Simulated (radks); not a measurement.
# Xe in [Kr] 4d10 5p6 6s2: an all-electron calculation

An exercise on one series of results from a longer session: the logs are not shown, and one member is left open.

The numbers are computed with radks (a radial shooting solver on a logarithmic mesh, Libxc functionals) version 1 (non-relativistic Kohn-Sham, exchange-only PBE, spin-polarised, spherical densities, point nucleus), except any that are marked as measured or tabulated.

### The system

- element: xenon (Z = 54)
- charge: 0
- electrons: 54
- configuration: [Kr] 4d10 5p6 6s2

The outer shells:

Xe
```
[Kr] core
4d [↑↓][↑↓][↑↓][↑↓][↑↓]
5p [↑↓][↑↓][↑↓]
6s [↑↓]
```

Set-up of the first run:

The run's settings:

```text
Z 54
configuration [Kr] 4d10 5p6 6s2
relativity non-relativistic
functional pbe,
spin polarised
nucleus point
```

Command:

```sh
> python run_ks.py task.json out
```

The same process makes all the runs of this session.

One table of the session follows, with a row left open; its other results are not shown here.

It belongs to the step «Shells». Sizes of the orbitals, from the radial functions (bohr):

```
level      <r>  outermost maximum (interpolated)  90 % within  nodes
   1s  0.02814                            0.0186       0.0500      0
   2s   0.1210                             0.103        0.186      1
   2p   0.1030                            0.0804        0.167      0
   3s   0.3204                             0.292        0.469      2
   3p   0.3107                             0.279        0.465      1
   3d   0.2812                             0.227        0.440      0
   4s   0.7463                             0.688         1.07      3
   4p   0.7770                             0.705         1.13      2
   4d        ?                                 ?            ?      ?
   5p    2.128                              1.85         3.12      3
   6s    5.346                              4.55         7.92      5
```

**Question.** Estimate the row for 4d.

The run gave: <r>: 0.8680; outermost maximum (interpolated): 0.745; 90 % within: 1.31; nodes: 1. In the column «<r>» it lies between 4p (0.7770) and 5p (2.128).
